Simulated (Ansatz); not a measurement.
**C2HCl2Si radical: basis-set convergence**

How large a basis does C2HCl2Si radical need? Two functionals are run in growing sets.

Computed with Ansatz 0.2.0, Gaussian basis. Level: one geometry, several basis sets.

Plan: PBE0-D4/def2-SVP; ωB97M-V/def2-SVP; PBE0-D4/def2-QZVPP; ωB97M-V/def2-QZVPP; the functionals' def2-TZVPP values are taken from earlier runs.

### Step 1. The relaxed structure

All runs share one geometry, relaxed beforehand with PBE0-D4 in a triple-zeta def2 set.

SMILES `[C]#C[SiH](Cl)Cl`, 6 atoms, charge 0, spin multiplicity 2.

Atoms are counted from 1 here; the program's logs count them from 0.

Bond lengths: C1–C2 1.211 Å, C2–Si3 1.812 Å, Si3–Cl4 2.033 Å, Si3–Cl5 2.033 Å, Si3–H6 1.471 Å. Angles: C1–C2–Si3 178.1°, C2–Si3–Cl4 108.9°, C2–Si3–Cl5 108.9°, C2–Si3–H6 110.8°, Cl4–Si3–Cl5 109.9°, Cl4–Si3–H6 109.2°, Cl5–Si3–H6 109.2°.

### Step 2. PBE0-D4 in def2-SVP

Contents of in.yaml:

```yaml
crystal:
  periodic: [false, false, false]
  atoms:
    - {symbol: C, position_ang: [1.596490, -1.791572, 0.821011]}
    - {symbol: C, position_ang: [0.833056, -0.930678, 0.442543]}
    - {symbol: Si, position_ang: [-0.309991, 0.379721, -0.068620]}
    - {symbol: Cl, position_ang: [-1.995563, -0.472227, -0.821264]}
    - {symbol: Cl, position_ang: [0.587493, 1.517658, -1.494476]}
    - {symbol: H, position_ang: [-0.669484, 1.233098, 1.074606]}
basis:
  gaussian: {orbitals: def2-SVP}
magnetization: {spin_polarized: true, initial_magnetization: 1}
hamiltonian: {xc: pbe0, dispersion: d4}
output: {orbitals: {seedname: orbitals}}
```

On the command line:

```sh
> ansatz run in.yaml --threads 4 --pin off --events-out ev --progress --plain --max-ram 10444MiB
```

The runs that follow: ωB97M-V in def2-SVP; PBE0-D4 in def2-QZVPP; ωB97M-V in def2-QZVPP.

Q: Predict the results of all the runs planned. Wanted: PBE0-D4: double and triple zeta above quadruple; ωB97M-V: double and triple zeta above quadruple.

As calculated:

| quantity | value |
| --- | --- |
| PBE0-D4: double and triple zeta above quadruple | 14.96, 1.11 eV |
| ωB97M-V: double and triple zeta above quadruple | 14.86, 1.04 eV |

In words: PBE0-D4 gains 13.85 eV from double to triple zeta, then 1.11 eV more. Total energies overstate the basis error of differences, where much of it tends to cancel.
